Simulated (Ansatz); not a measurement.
# C₃H₇NSn, SMILES [CH3][SnH]([CH3])[C]#N: a single point in a Gaussian basis

With the Python package of Ansatz (0.2.0).

Notebook, run cell by cell (the value of a cell's last expression is shown):

**Cell 1**
```python
import json

import ansatz as az
```

**Cell 2**
```python
BASIS = "def2-SVPD"
LEVEL = "ccsd"
```

**Cell 3**
```python
geometry_ang = [
    ("C", [-1.7208, -0.644, 0.2775]),
    ("Sn", [0.0836, 0.4543, 0.4334]),
    ("C", [1.6427, -0.7924, -0.2888]),
    ("C", [0.0778, 2.2077, -0.7292]),
    ("N", [-0.0405, 3.1516, -1.3848]),
    ("H", [-1.7243, -1.508, 0.8753]),
    ("H", [-2.5686, 0.0481, 0.633]),
    ("H", [-1.9079, -0.8481, -0.8032]),
    ("H", [0.3779, 0.8946, 2.1511]),
    ("H", [2.6411, -0.249, -0.1689]),
    ("H", [1.4792, -1.0593, -1.3147]),
    ("H", [1.7368, -1.7106, 0.3533]),
]
c3h7nsn = az.Crystal.molecule()
for symbol, xyz in geometry_ang:
    c3h7nsn = c3h7nsn.atom(symbol, xyz)

base = (
    c3h7nsn.calculation()
    .basis(gaussian=BASIS)
    .correlation(LEVEL)
)
done = base.run(threads=1, pin="off")
summary = done.report
```

**Cell 4**
```python
summary["positions_ang"]
```
Output:
```text
[[-1.7208, -0.644, 0.2775], [0.0836, 0.4543, 0.4334], [1.6427, -0.7924, -0.2888],
 [0.0778, 2.2077, -0.7292], [-0.0405, 3.1516, -1.3848], [-1.7243, -1.508, 0.8753],
 [-2.5686, 0.0481, 0.633], [-1.9079, -0.8481, -0.8032], [0.3779, 0.8946, 2.1511],
 [2.6411, -0.249, -0.1689], [1.4792, -1.0593, -1.3147], [1.7368, -1.7106, 0.3533]]
```

**Cell 5**
```python
summary["free_energy_ev"]
```
Output:
```text
-10506.14329293337
```

**Cell 6**
```python
summary["converged"], summary["free_energy_ev"]
```
Output:
```text
(True, -10506.14329293337)
```

**Cell 7**
```python
for key in ("converged", "free_energy_ev", "reference_energy_ev", "n_frozen", "n_occupied", "n_virtual"):
    print(f"{key:22s} {summary[key]}")
```
Output:
```text
converged              True
free_energy_ev         -10506.14329293337
reference_energy_ev    -10485.133667220782
n_frozen               8
n_occupied             [19, 19]
n_virtual              [141, 141]
```

**Cell 8**
```python
parts = summary["correlation"]
for name in ("random_phase", "coupled_cluster", "perturbative"):
    if name in parts:
        print(f"{name:16s} {parts[name]['energy']['hartree']:12.7f} Ha")
if "second_order" in parts:
    pair = parts["second_order"]
    print(f"MP2 same spin {pair['same_spin']['hartree']:.7f} Ha, opposite spin {pair['opposite_spin']['hartree']:.7f} Ha")
```
Output:
```text
coupled_cluster    -0.7720895 Ha
MP2 same spin -0.1761486 Ha, opposite spin -0.5478477 Ha
```

**Cell 9**
```python
state = summary["mean_field"]["state"]
print(f"mean field: {state['energy']['hartree']:.7f} Ha, <S^2> = {abs(state['spin_squared']):.4f}, stability: {state.get('stability', {}).get('kind')}")
with open("c3h7nsn.json", "w") as handle:
    json.dump({k: summary[k] for k in ("free_energy_ev", "reference_energy_ev", "n_occupied", "n_virtual")}, handle, indent=1)
```
Output:
```text
mean field: -385.3215552 Ha, <S^2> = 0.0000, stability: minimum
```

It writes `c3h7nsn.json`:
```json
{
 "free_energy_ev": -10506.14329293337,
 "reference_energy_ev": -10485.133667220782,
 "n_occupied": [
  19,
  19
 ],
 "n_virtual": [
  141,
  141
 ]
}
```

What to keep in mind:
- Total energies depend on the basis set; only differences at equal settings carry meaning.
- The geometry is a force-field or estimated start, not a minimum of this method, and the basis set is short of its limit.
- def2 sets replace the cores of elements past krypton by effective core potentials.
- S² is that of the Hartree-Fock reference.
- Wall time of the script: 68 s on 1 thread of Arm Neoverse V1 (shared host), peak memory 2.1 GiB.

(Lines on the test bed's own set-up are left out of the output.)
